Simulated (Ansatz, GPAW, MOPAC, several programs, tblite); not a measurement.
# What each method gives for OsFCl (Janus 1T monolayer)

OsFCl as a Janus 1T monolayer, relaxed with r2SCAN in Ansatz, was computed with several methods. The sheet's in-plane cell has a = 3.475 Å, b = 3.475 Å (γ = 120.0°), and its outermost atoms lie 2.08 Å apart along the normal. Os is surrounded by 3 F at 2.25 Å and 3 Cl at 2.27 Å; F is surrounded by 3 Os at 2.25 Å; Cl is surrounded by 3 Os at 2.27 Å. Simulation only: spin-unpolarised, and no claim that this is the phase found in nature.

```cif
data_structure
_symmetry_space_group_name_H-M 'P 1'
_symmetry_Int_Tables_number 1
_cell_length_a 3.4753
_cell_length_b 3.4753
_cell_length_c 29.0150
_cell_angle_alpha 90.000
_cell_angle_beta 90.000
_cell_angle_gamma 120.000
_cell_volume 303.48
loop_
_atom_site_label
_atom_site_type_symbol
_atom_site_fract_x
_atom_site_fract_y
_atom_site_fract_z
_atom_site_occupancy
Os1 Os 0.00000 0.00000 0.31074 1
F1 F 0.33333 0.66667 0.34582 1
Cl1 Cl 0.66667 0.33333 0.27400 1
```
Periodic in the plane only; c spans the vacuum.

Gaps and times are for a single point on this cell. Times are rough, from shared hosts (Arm Neoverse V1), and each method has its own mesh and cell size. PM7 (MOPAC): levels, charges or heat of formation failed a check of plausibility, so no values are given. PM6 (MOPAC), PM7 (MOPAC), GFN1-xTB (tblite), GFN2-xTB (tblite) treat a cluster of cells at its zone centre, which samples few k points: where these miss a band edge, the gap comes out too large for that reason alone. Gaps from k meshes are read at a limited set of points (mesh, symmetry points, PBE's band edges), so each method's own least gap may be somewhat smaller. xTB and the PM methods were fitted mostly to molecules, and can miss a solid's gap by electronvolts. Minimal bases can be far off for gaps. GLLB-SC's gap includes the derivative discontinuity. d marks a direct gap, i an indirect one (no mark: not told apart), a dash a value that wasn't computed or didn't pass its checks.

```json
{"method": "GFN1-xTB (tblite)", "kind": "tight binding", "gap (eV)": "1.09", "atoms computed": "27", "processor time": "0.93 s"}
{"method": "GFN2-xTB (tblite)", "kind": "tight binding", "gap (eV)": "0.83", "atoms computed": "27", "processor time": "1.2 s"}
{"method": "light PBE (260 eV and a coarse mesh)", "kind": "light plane-wave", "gap (eV)": "1.38 i", "atoms computed": "3", "processor time": "4.5 s"}
{"method": "PM7 (MOPAC)", "kind": "semi-empirical", "gap (eV)": "–", "atoms computed": "27", "processor time": "6.2 s"}
{"method": "PBE/single zeta (GPAW)", "kind": "small basis", "gap (eV)": "1.27 i", "atoms computed": "3", "processor time": "7.6 s"}
{"method": "PM6 (MOPAC)", "kind": "semi-empirical", "gap (eV)": "4.03", "atoms computed": "27", "processor time": "16 s"}
{"method": "PBE", "kind": "semilocal", "gap (eV)": "1.38 i", "atoms computed": "3", "processor time": "17 s"}
{"method": "r2SCAN", "kind": "semilocal", "gap (eV)": "1.84 i", "atoms computed": "3", "processor time": "41 s"}
{"method": "GLLB-SC (GPAW)", "kind": "model potential", "gap (eV)": "2.80", "atoms computed": "3", "processor time": "100 s"}
```

Against r2SCAN (1.84 eV) and with closed or daggered gaps left aside, the nearest gap at the points sampled is that of PBE (-0.46 eV) and the farthest that of PM6 (MOPAC) (+2.19 eV). r2SCAN is only a yardstick of convenience: semilocal gaps usually lie below measured ones, which GLLB-SC and hybrids aim to mend.

No spin-orbit coupling is included; it can move band edges with weight on the heavy atoms by tenths of an eV.
